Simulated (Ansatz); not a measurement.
## C₂H₈BSb, SMILES C[B](C)[SbH2]: a rigid torsion scan, step by step

Computed with Ansatz 0.2.0 through its Python package.

Notebook, run cell by cell (the value of a cell's last expression is shown):

**Cell 1**
```python
import ansatz as az
from ase import Atoms
```

**Cell 2**
```python
params = {
    "basis": "def2-SVP",
    "functional": "r2scan",
    "dispersion": "d3bj",
    "fmax": 0.02,
}
```

**Cell 3**
```python
atoms = Atoms(["C", "B", "C", "Sb", "H", "H", "H", "H", "H", "H", "H", "H"], positions=[
    (-0.2615, 1.5886, -0.4716),
    (-0.1918, 0.1054, -0.0579),
    (0.8309, -0.3383, 1.0317),
    (-1.4183, -1.4189, -1.0277),
    (-1.0889, 1.7381, -1.281),
    (-0.5858, 2.2604, 0.3993),
    (0.6892, 1.9867, -0.8825),
    (0.3663, -0.796, 1.8871),
    (1.4351, 0.5561, 1.4578),
    (1.5722, -1.0705, 0.6264),
    (-0.1395, -2.0752, -1.9104),
    (-1.131, -2.5918, 0.2628),
])
```

**Cell 4**
```python
# relax first, so that the scan starts from a minimum
first = (
    az.Crystal.molecule_from_ase(atoms).calculation()
    .basis(gaussian=params["basis"])
    .functional(params["functional"], dispersion=params["dispersion"])
    .relax(force_tolerance=params["fmax"], max_steps=80)
)
atoms.positions = first.run().report["positions_ang"]

start = atoms.get_dihedral(0, 1, 3, 10)
energies = {}
for turn in range(0, 360, 30):
    turned = atoms.copy()
    turned.set_dihedral(0, 1, 3, 10, start + turn, indices=[3, 10, 11])
    job = (
        az.Crystal.molecule_from_ase(turned).calculation()
        .basis(gaussian=params["basis"])
        .functional(params["functional"], dispersion=params["dispersion"])
    )
    energies[round((start + turn) % 360)] = job.run().report["free_energy_ev"]
floor = min(energies.values())
print("dihedral C0-B1-Sb3-H10 (deg)   E - E(min) (eV)")
for angle, e in sorted(energies.items()):
    print(f"{angle:8d} {(e - floor):14.3f}  " + "#" * int(30 * (e - floor) / max(max(energies.values()) - floor, 1e-9)))
```
Output:
```text
DeckWarning: the engine holds no damping parameters fitted to this dispersion correction and functional, so the run takes those fitted to r2scan beside the three-body term, which d3bj leaves out (hamiltonian.dispersion, under Limitations)
dihedral C0-B1-Sb3-H10 (deg)   E - E(min) (eV)
      24          0.043  #######
      54          0.000
      84          0.048  ########
     114          0.139  ########################
     144          0.173  ##############################
     174          0.132  ######################
     204          0.063  ##########
     234          0.023  ####
     264          0.065  ###########
     294          0.145  #########################
     324          0.170  #############################
     354          0.122  #####################
```

The lowest point is at 54° and the highest at 144°, 0.173 eV (16.7 kJ/mol) above it, with the rest of the molecule held.

Caveats:
- Warnings are shown shortened and without file and line.
- The scan is rigid and the energies are electronic, in a modest basis. With rigid groups the curve can differ much from the relaxed path, the start wasn't checked as a minimum of this torsion, and equivalent turns needn't return to the same energy.
- def2 sets replace the cores of elements past krypton by effective core potentials.
- A dispersion term here runs with damping parameters fitted for another variant or functional.
- It ran for 2.7 min on 1 thread of Arm Neoverse V2, with other jobs on the host, peak memory 0.24 GiB.
